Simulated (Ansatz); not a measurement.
**H₄NPTe: up Jacob's ladder to CCSD(T)**

How much do the methods differ for H₄NPTe? The plan is to run it at one geometry with functionals of several rungs and with coupled cluster. The yardstick is the atomisation energy at the CCSD(T) limit.

The runs use Ansatz 0.2.0, Gaussian basis; functionals in def2-TZVPP, the program's frozen cores in correlated methods.

The runs, in order: LDA (SPW92), PBE-D4, revPBE-D4, BLYP-D4, r2SCAN-D4, B97M-V, PBE0-D4, B3LYP-D4, r2SCANh-D4, r2SCAN0-D4, HSE06-D4, BHLYP-D4, CAM-B3LYP-D4, LC-ωPBE, ωB97X-V, ωB97M-V, B2PLYP, PBE-QIDH; CCSD(T)/def2-SVP; CCSD(T)/def2-TZVPP; MP2/def2-QZVPP; extrapolation to the limit; RPA on PBE.

1 further run of the same task is left out (for a known fault of the program).

### Step 1. The relaxed structure

An earlier PBE0-D4 in a triple-zeta def2 set relaxation fixed the geometry. Te takes the def2 core potential; no spin-orbit term is included.

SMILES `NP[TeH]`, 7 atoms, charge 0, spin multiplicity 1.

Atoms are counted from 1 here; the program's logs count them from 0.

Bond lengths: N1–P2 1.692 Å, N1–H4 1.009 Å, N1–H5 1.009 Å, P2–Te3 2.503 Å, P2–H6 1.415 Å, Te3–H7 1.662 Å. Angles: P2–N1–H4 114.1°, P2–N1–H5 119.7°, H4–N1–H5 111.0°, N1–P2–Te3 109.6°, N1–P2–H6 97.0°, Te3–P2–H6 93.7°, P2–Te3–H7 96.2°.

### Step 2. LDA

This LDA is Slater exchange with PW92 correlation.

in.yaml

```yaml
crystal:
  periodic: [false, false, false]
  atoms:
    - {symbol: N, position_ang: [-1.042355, 0.669579, -0.481511]}
    - {symbol: P, position_ang: [-0.525020, -0.027394, 0.971467]}
    - {symbol: Te, position_ang: [1.106685, -1.862475, 0.487174]}
    - {symbol: H, position_ang: [-1.859062, 0.231990, -0.881154]}
    - {symbol: H, position_ang: [-0.366523, 0.895398, -1.196481]}
    - {symbol: H, position_ang: [0.485224, 0.918664, 1.265866]}
    - {symbol: H, position_ang: [2.262251, -0.893962, -0.210860]}
basis:
  gaussian: {orbitals: def2-TZVPP}
hamiltonian: {xc: lda}
output: {orbitals: {seedname: orbitals}}
```

Run with:

```sh
ansatz run in.yaml --threads 2 --pin off --events-out ev --progress --plain --max-ram 4352MiB
```

Further steps of the session: PBE-D4 (GGA); revPBE-D4 (GGA); BLYP-D4 (GGA); r2SCAN-D4 (meta-GGA); B97M-V (meta-GGA); B3LYP-D4 (hybrid); r2SCANh-D4 (hybrid); r2SCAN0-D4 (hybrid); HSE06-D4 (hybrid); BHLYP-D4 (hybrid); CAM-B3LYP-D4 (range-separated); LC-ωPBE (range-separated); ωB97X-V (range-separated); ωB97M-V (range-separated); B2PLYP (double hybrid); PBE-QIDH (double hybrid); CCSD(T) in def2-SVP; CCSD(T) in def2-TZVPP; MP2 in def2-QZVPP; RPA on PBE orbitals.

Q: Predict the results of all the runs planned. Wanted: atomisation energy, CCSD(T)/CBS; farthest beyond LDA; mean size of error, GGA; mean size of error, meta-GGA; mean size of error, hybrid; mean size of error, range-separated; mean size of error, double hybrid; gap, smallest and largest; T1 diagnostic.

**Answer**, as computed:

```
                               quantity                                                                           value
        atomisation energy, CCSD(T)/CBS                                                                   1934.1 kJ/mol
 functionals within 19.3 kJ/mol (1.0 %)  revPBE-D4, B97M-V, PBE0-D4, B3LYP-D4, HSE06-D4, CAM-B3LYP-D4, ωB97X-V, ωB97M-V
                    farthest beyond LDA                                                         BHLYP-D4 (-66.8 kJ/mol)
                mean size of error, GGA                                                                     26.9 kJ/mol
           mean size of error, meta-GGA                                                                     12.8 kJ/mol
             mean size of error, hybrid                                                                     34.9 kJ/mol
    mean size of error, range-separated                                                                     20.3 kJ/mol
      mean size of error, double hybrid                                                                     47.8 kJ/mol
              gap, smallest and largest                                           3.68 eV (BLYP-D4), 10.14 eV (LC-ωPBE)
                          T1 diagnostic                                                                          0.0121
triples share of the correlation energy                                                                           3.2 %
```

In words: LDA overbinds by 334.6 kJ/mol (17 %). PBE-D4 is off by +44.6 kJ/mol. Double hybrids carry the basis error of their MP2 part in triple zeta, and no dispersion term here, so their miss is partly the set-up's. Taken by rung, meta-GGA functionals do best (12.8 kJ/mol on average) and double hybrid ones worst beyond LDA (47.8 kJ/mol). The gap between the best rungs is small, so their order is not settled. The reference freezes the cores and leaves out spin-orbit coupling and excitations past (T), and its outer-core shells are covered unevenly, so misses under about 19.3 kJ/mol can't be ranked. All levels share the lack of spin-orbit coupling, which lowers the free heavy atoms and so the true binding. Hartree-Fock recovers 61 % of the binding; the rest is correlation. CCSD(T) in def2-SVP is off by -244.5 kJ/mol, more than most functionals: a good method in a small basis is no reference. The gap grows from 3.7 to 10.1 eV across the functionals, mostly with the share of exact exchange. Correlated methods include outer-core shells of Te, which these sets cover unevenly.
